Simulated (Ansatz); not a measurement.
What does this script print? It uses the Ansatz DFT code, driven from Python.

The script, `zeeman.py`:
```python
"""Spin moment of GaGe3 in a magnetic field."""

import ansatz
import numpy as np


def main() -> None:
    xtal = (
        ansatz.Lattice.of((4.278466, 0.0, 0.0), (0.0, 4.278466, 0.0), (0.0, 0.0, 4.278466))
        .atom("Ga", (0.0, 0.0, 0.0))
        .atom("Ge", (0.0, 0.5, 0.5))
        .atom("Ge", (0.5, 0.0, 0.5))
        .atom("Ge", (0.5, 0.5, 0.0))
    )

    base = xtal.calculation().kpoints(5).functional("r2scan").occupations("cold", width=0.15).spin("collinear")
    # the field acts on the spins alone; such large fields lift the response over the noise
    rows = []
    for tesla in [0, 250, 500]:
        r = (base.magnetic_field(tesla) if tesla else base).run(threads=1, pin="off").report
        rows.append((tesla, r["magnetization_mub"], r["free_energy_ev"], r["components"].get("e_zeeman", 0.0)))
    lines = [",".join(["B (T)", "moment muB", "F eV", "Zeeman term eV"])] + [",".join(f"{v:.4f}" if isinstance(v, float) else str(v) for v in row) for row in rows]
    print("\n".join(lines))
    with open("zeeman.csv", "w") as handle:
        handle.write("\n".join(lines) + "\n")
    slope = np.polyfit([row[0] for row in rows], [row[1] for row in rows], 1)[0]
    print(f"dM/dB = {1000 * slope:.4f} muB per 1000 T per cell")


if __name__ == "__main__":
    main()
```

Running `python zeeman.py` prints:
```text
DeckWarning: basis.ecutwfc = 500 eV, auto-derived from the records' recommended cutoffs: set by Ga (their level for a meta-GGA)
RunWarning: this spin-polarised run has no starting moment large enough to seed its density, so its SCF can try parallel moments of its own, which can die out, and starts no order whose moments [...]
B (T),moment muB,F eV,Zeeman term eV
0,0.0000,-16697.1061,0.0000
250,0.0408,-16697.1064,-0.0006
500,0.0640,-16697.1072,-0.0019
dM/dB = 0.1280 muB per 1000 T per cell
```
(Warnings from the package without file and line, shortened.)

Absolute energies stand on the zero of these potentials, so only differences at equal settings mean something. A total without «per atom» is that of the cell as typed. For a metal this k-point mesh is coarse: on a finer one energies can move by several to tens of meV an atom and pressures by half a GPa or more, differences at one mesh by less. r2SCAN tends to overestimate the moments of itinerant magnets. This cell is a computed structure, which may not be the phase found in nature. Orbital magnetism is left out. The response of a metal hangs strongly on mesh and smearing, and a straight-line fit holds only where the moment is linear in the field. Finished in 40 s on 1 thread of Arm Neoverse V1, with other jobs on the host, peak memory 0.55 GiB.

(Lines on the test bed's own set-up are left out of the output.)
